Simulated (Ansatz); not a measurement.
HfB under changes of volume

One of the cells (12.326 Å³/atom); the others are scaled copies at fixed shape and fractional positions:

```
Hf B
1.0
     0.00000    2.31000    2.31000
     2.31000    0.00000    2.31000
     2.31000    2.31000    0.00000
Hf B
1 1
Cartesian
  2.3100 2.3100 2.3100
  0.0000 0.0000 0.0000
```

* Program: Ansatz 0.2.0
* Functional: PBE
* Potentials or basis: all-electron LAPW, scalar-relativistic
* Cutoff: 307 eV (chosen from the basis error)
* Basis error allowed: 0.0005 eV/atom
* k mesh: 10 × 10 × 10
* Occupations: fermi-dirac, width 0.05 eV
* Spin: no spin polarisation

```csv
volume (Å³/atom),energy over the lowest point (meV/atom),pressure (GPa)
11.587,?,?
11.833,209.80,41.6
12.080,150.96,35.3
12.326,101.31,29.6
12.573,60.07,24.4
12.819,26.51,19.6
13.066,0.00,15.2
```

What does the run at 11.587 Å³/atom give?

Energy over the lowest point 278.70 meV/atom; pressure 48.4 GPa.

Worked out: A Birch-Murnaghan fit of order 3 (a polynomial in V^(-2/3)) to the other rows has no minimum within the range. It gives 278.37 meV/atom at 11.587 Å³/atom, against the run's 278.70, and -dE/dV = 48.1 GPa, against 48.4.

Energies are extrapolated to zero smearing.
